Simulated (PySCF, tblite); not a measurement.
**C₈H₁₇N: geometry, infrared bands and NMR shifts**

Wanted: the infrared bands and NMR shifts of C₈H₁₇N (`CC/C(C)=C(/C)N(C)C`), by calculation.

The runs use tblite 0.8.0 and PySCF 2.14.0, with density-fitted response routines of our own; the level of theory stands in each step. All values are computed, except where a source is named. Atoms count from 0, in the outputs and in this text.

### Step 1. The molecule as given

26 atoms, charge 0, multiplicity 1; geometry from: force field or distance geometry start.

Bonds of the start (Å): C0–C1 1.54, C1–C2 1.52, C2–C3 1.50, C2–C4 1.37, C4–C5 1.51, C4–N6 1.41, N6–C7 1.46, N6–C8 1.45, C0–H9 1.10, C0–H10 1.09, C0–H11 1.09, C1–H12 1.09, C1–H13 1.08, C3–H14 1.10, C3–H15 1.09, C3–H16 1.10, C5–H17 1.09, C5–H18 1.10, C5–H19 1.10, C7–H20 1.09, C7–H21 1.09, C7–H22 1.09, C8–H23 1.10, C8–H24 1.10, C8–H25 1.10.

### Step 2. Optimising the geometry with GFN2-xTB

The job: settings as JSON, then the geometry in Å.

```
{"job": {"kind": "relax", "xc": "GFN2-xTB", "basis": "xTB"}, "charge": 0, "multiplicity": 1}
C      2.408300    -1.449500    -0.332600
C      1.715300    -0.104300    -0.604000
C      0.806000     0.313100     0.539100
C      1.542000     0.716300     1.783400
C     -0.551400     0.423400     0.410300
C     -1.424200     0.912600     1.546200
N     -1.255400     0.094000    -0.762800
C     -1.226600    -1.252000    -1.321400
C     -2.293600     0.956300    -1.301600
H      1.663800    -2.243900    -0.159600
H      3.012700    -1.731100    -1.193400
H      3.052000    -1.400800     0.545100
H      2.484100     0.663100    -0.723900
H      1.200900    -0.159800    -1.556200
H      0.975200     1.393800     2.441000
H      2.464500     1.241500     1.552200
H      1.807600    -0.180000     2.371700
H     -2.423600     0.469800     1.491700
H     -1.027900     0.621500     2.532700
H     -1.513000     2.004400     1.520300
H     -0.632400    -1.939000    -0.722600
H     -0.831000    -1.230300    -2.341900
H     -2.240700    -1.662000    -1.353400
H     -2.386300     0.825000    -2.388500
H     -3.267300     0.727800    -0.850100
H     -2.080200     2.012900    -1.108300
```

Run with:

```bash
> OMP_NUM_THREADS=1 python probes_run.py task.json out
```

One launch serves the whole session: the jobs run in the order shown.

**Question.** This job is followed by: GFN2-xTB harmonic vibrations, gas phase; GIAO PBE0/pcSseg-1 NMR shielding, non-relativistic, gas phase. Predict these results of the whole session: strongest single infrared mode (GFN2-xTB); zero-point energy (GFN2-xTB); 13C shifts against TMS (PBE0/pcSseg-1, means over atoms taken as alike); 1H shifts against TMS (PBE0/pcSseg-1, means over atoms taken as alike); 15N shifts against NH3 (PBE0/pcSseg-1); surface potential, 1st and 99th percentile.

**Answer**, as computed:

| quantity | value |
| --- | --- |
| strongest single infrared mode (GFN2-xTB) | 2848 cm⁻¹, 133 km/mol |
| zero-point energy (GFN2-xTB) | 146.3 kcal/mol |
| 13C shifts against TMS (PBE0/pcSseg-1, means over atoms taken as alike) | 147.6, 140.8, 44.8, 31.4, 19.2, 15.5, 9.9 ppm |
| 1H shifts against TMS (PBE0/pcSseg-1, means over atoms taken as alike) | 2.66, 2.34, 1.70, 1.56, 0.98 ppm |
| 15N shifts against NH3 (PBE0/pcSseg-1) | 51.8 ppm |
| surface potential, 1st and 99th percentile | -0.87 V and 0.55 V |

In words: The optimisation took 144 steps and gained 0.264 eV; among the close pairs (by a distance rule), C2–C4 changed most, from 1.368 to 1.334 Å. All 72 modes are real, so the xTB geometry is a minimum. The strongest single mode, at 2848 cm⁻¹, moves mainly H24. GFN2-xTB is a fitted tight-binding method: band positions and strengths are rough. Its intensities can rank the bands wrongly. The most deshielded carbon is C4 (alkene carbon bearing nitrogen), at 147.6 ppm: an sp2 carbon further deshielded by the attached heteroatom. H12, H13 (mean) (hydrogen on an allylic sp3 CH2) lies farthest downfield among hydrogen, at 2.66 ppm; allylic position. At PBE0/pcSseg-1: The largest span, 212 ppm, is at C2, where the paramagnetic term is -218 ppm.
